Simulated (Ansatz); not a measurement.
**CH3GaO: small, medium and large basis sets**

One table from this session's results is given with a row withheld; the runs are named, their logs left out.

Program: Ansatz 0.2.0, Gaussian basis. Level of theory: one geometry, several basis sets. These are calculated values, not measurements.

Plan: PBE0-D4/def2-SVP; ωB97M-V/def2-SVP; PBE0-D4/def2-QZVPP; ωB97M-V/def2-QZVPP; the functionals' def2-TZVPP values are taken from earlier runs.

**The geometry**

An earlier PBE0-D4 in a triple-zeta def2 set relaxation fixed the geometry.

6 atoms, charge 0, spin multiplicity 1.

Atoms are counted from 1 here; the program's logs count them from 0.

Bond lengths: C1–O2 1.388 Å, C1–H4 1.097 Å, C1–H5 1.097 Å, C1–H6 1.097 Å, O2–Ga3 1.782 Å. Angles: O2–C1–H4 111.0°, O2–C1–H5 111.0°, O2–C1–H6 111.0°, H4–C1–H5 107.9°, H4–C1–H6 107.9°, H5–C1–H6 107.9°, C1–O2–Ga3 179.5°.

Set-up of the first run:

in.yaml reads:

```yaml
crystal:
  periodic: [false, false, false]
  atoms:
    - {symbol: C, position_ang: [0.200776, 0.125826, -0.517997]}
    - {symbol: O, position_ang: [-0.273503, -0.206299, 0.743256]}
    - {symbol: Ga, position_ang: [-0.891484, -0.644060, 2.355802]}
    - {symbol: H, position_ang: [-0.616350, 0.452173, -1.172726]}
    - {symbol: H, position_ang: [0.690321, -0.732776, -0.993409]}
    - {symbol: H, position_ang: [0.932240, 0.941037, -0.461125]}
basis:
  gaussian: {orbitals: def2-SVP}
hamiltonian: {xc: pbe0, dispersion: d4}
output: {orbitals: {seedname: orbitals}}
```

Run with:

```sh
ansatz run in.yaml --threads 2 --pin off --events-out ev --progress --plain --max-ram 4352MiB
```

Among the steps run: PBE0-D4 in def2-SVP; ωB97M-V in def2-SVP; PBE0-D4 in def2-QZVPP; ωB97M-V in def2-QZVPP.

One of the session's tables, all rows but one given; the rest of the session is left out.

It belongs to the step «Functionals by basis». 

```
functional       basis  HOMO (eV)
   PBE0-D4    def2-SVP      -7.28
   PBE0-D4  def2-TZVPP      -7.36
   PBE0-D4  def2-QZVPP      -7.39
   ωB97M-V    def2-SVP          ?
   ωB97M-V  def2-TZVPP      -9.55
   ωB97M-V  def2-QZVPP      -9.59
```

**Question.** Estimate the row for ωB97M-V, def2-SVP.

As computed: HOMO (eV): -9.46. In the column «HOMO (eV)» it lies between ωB97M-V, def2-TZVPP (-9.55) and PBE0-D4, def2-QZVPP (-7.39).
